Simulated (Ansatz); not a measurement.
# C₂H₆BClO: how energies converge with the basis set

How large a basis does C₂H₆BClO need? Two functionals are run in growing sets.

Program: Ansatz 0.2.0, Gaussian basis. Level of theory: one geometry, several basis sets. These are calculated values, not measurements.

Levels to be run: PBE0-D4/def2-SVP; ωB97M-V/def2-SVP; PBE0-D4/def2-QZVPP; ωB97M-V/def2-QZVPP; the functionals' def2-TZVPP values are taken from earlier runs.

## Step 1: The geometry

The geometry comes from an earlier relaxation with PBE0-D4 in a triple-zeta def2 set; it is a stationary point, not always the lowest conformer.

SMILES `COCBCl`, 11 atoms, charge 0, spin multiplicity 1.

Atoms are counted from 1 here; the program's logs count them from 0.

Bond lengths: C1–O2 1.400 Å, C1–H6 1.100 Å, C1–H7 1.100 Å, C1–H8 1.090 Å, O2–C3 1.410 Å, C3–B4 1.562 Å, C3–H9 1.105 Å, C3–H10 1.100 Å, B4–Cl5 1.747 Å, B4–H11 1.192 Å. Angles: O2–C1–H6 111.4°, O2–C1–H7 111.9°, O2–C1–H8 107.6°, H6–C1–H7 108.2°, H6–C1–H8 109.0°, H7–C1–H8 108.7°, C1–O2–C3 112.2°, O2–C3–B4 115.5°, O2–C3–H9 111.2°, O2–C3–H10 106.8°, B4–C3–H9 110.8°, B4–C3–H10 107.1°, H9–C3–H10 104.6°, C3–B4–Cl5 118.6°, C3–B4–H11 124.0°, Cl5–B4–H11 117.3°.

Coordinates:

```
C    -1.4305    0.2381   -0.6466
O    -0.5331   -0.8356   -0.6169
C     0.7738   -0.4271   -0.2824
B     0.9987   -0.0507    1.2168
Cl    2.5886    0.4701    1.7196
H    -1.1467    0.9765   -1.4107
H    -1.4874    0.7521    0.3238
H    -2.4156   -0.1612   -0.8884
H     1.1219    0.3834   -0.9471
H     1.4384   -1.2741   -0.5053
H     0.1575   -0.1285    2.0576
```

## Step 2: PBE0-D4 in def2-SVP

in.yaml reads:

```yaml
crystal:
  periodic: [false, false, false]
  atoms:
    - {symbol: C, position_ang: [-1.430536, 0.238104, -0.646575]}
    - {symbol: O, position_ang: [-0.533130, -0.835637, -0.616851]}
    - {symbol: C, position_ang: [0.773752, -0.427065, -0.282360]}
    - {symbol: B, position_ang: [0.998711, -0.050664, 1.216767]}
    - {symbol: Cl, position_ang: [2.588634, 0.470145, 1.719623]}
    - {symbol: H, position_ang: [-1.146724, 0.976511, -1.410696]}
    - {symbol: H, position_ang: [-1.487431, 0.752088, 0.323844]}
    - {symbol: H, position_ang: [-2.415590, -0.161244, -0.888414]}
    - {symbol: H, position_ang: [1.121856, 0.383441, -0.947077]}
    - {symbol: H, position_ang: [1.438394, -1.274138, -0.505334]}
    - {symbol: H, position_ang: [0.157467, -0.128541, 2.057575]}
basis:
  gaussian: {orbitals: def2-SVP}
hamiltonian: {xc: pbe0, dispersion: d4}
output: {orbitals: {seedname: orbitals}}
```

Command:

```sh
$ ansatz run in.yaml --threads 4 --pin off --events-out ev --progress --plain --max-ram 10444MiB
```

After this run come: ωB97M-V in def2-SVP; PBE0-D4 in def2-QZVPP; ωB97M-V in def2-QZVPP.

Q: Predict the results of all the runs planned. Wanted: PBE0-D4: double and triple zeta above quadruple; ωB97M-V: double and triple zeta above quadruple.

The runs gave:

| quantity | value |
| --- | --- |
| PBE0-D4: double and triple zeta above quadruple | 10.47, 0.65 eV |
| ωB97M-V: double and triple zeta above quadruple | 10.64, 0.62 eV |

**Reading.** For PBE0-D4 the step from double to triple zeta gains 9.82 eV and the next only 0.65 eV. Total energies overstate the basis error of differences, where much of it tends to cancel.
